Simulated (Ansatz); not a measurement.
# Hf2NO: the cost of one run

Program: Ansatz 0.2.0. Level of theory: DFT PBE, scalar-relativistic, plane waves, PAW. These are calculated values, not measurements.

2 further runs of the same task are left out: 1 that didn't finish, 1 set aside as unsound or not needed.

## Step 1: The system as given

Symmetry: P4/mmm, No. 123, tetragonal system. Conventional cell: a = 3.414 Å, b = 3.414 Å, c = 4.838 Å, α = 90.00°, β = 90.00°, γ = 90.00°. Around Hf (site symmetry 4/mmm) lie 4 O at 2.41 Å and 2 N at 2.42 Å. Around Hf (site symmetry 4/mmm) lie 4 N at 2.41 Å and 2 O at 2.42 Å. N (site symmetry 4/mmm) is surrounded by 6 Hf at 2.41 to 2.42 Å. Around O (site symmetry 4/mmm) lie 6 Hf at 2.41 to 2.42 Å.

As a file:

```
CELL_PARAMETERS angstrom
3.41410 0.00000 0.00000
0.00000 3.41410 0.00000
0.00000 0.00000 4.83821
ATOMIC_POSITIONS crystal
Hf 0.00000 0.00000 0.50000
Hf 0.50000 0.50000 0.00000
N 0.00000 0.00000 0.00000
O 0.50000 0.50000 0.50000
```

The cell is invented: species swapped into a database cell of CaEuS2 (P4/mmm, No. 123), with N on the Ca sites, O on the Eu sites and Hf on the S sites. Its size is a rough estimate.

## Step 2: Probe: one point on a coarse mesh

Input file input.yaml:

```yaml
crystal:
  lattice:
    - [3.41409733, 0.0, 0.0]
    - [0.0, 3.41409733, 0.0]
    - [0.0, 0.0, 4.83821355]
  atoms:
    - { symbol: Hf, position: [0.0, 0.0, 0.5] }
    - { symbol: Hf, position: [0.5, 0.5, 0.0] }
    - { symbol: "N", position: [0.0, 0.0, 0.0] }
    - { symbol: O, position: [0.5, 0.5, 0.5] }
basis:
  ecutwfc: 420
kpoints:
  mp_grid: { grid: [6, 6, 4] }
hamiltonian:
  xc: pbe
scf:
  occupations: { method: gaussian, width: 0.1 }
  lower_state_search: "off"
output:
  forces: true
  stress: true
  eigenvalues: true
```

The run is started by

```console
> ansatz run input.yaml --threads 1 --pin off --max-ram 2560MiB --backend cpu --events-out ev --progress --plain --runs-dir out
```

**Question.** How long does this run take on 1 thread of Intel Xeon Platinum 8259CL at 2.50GHz (Skylake/Cascade Lake), shared host, and how much memory does it need?

About 4.1 s, with a peak of 0.42 GiB.
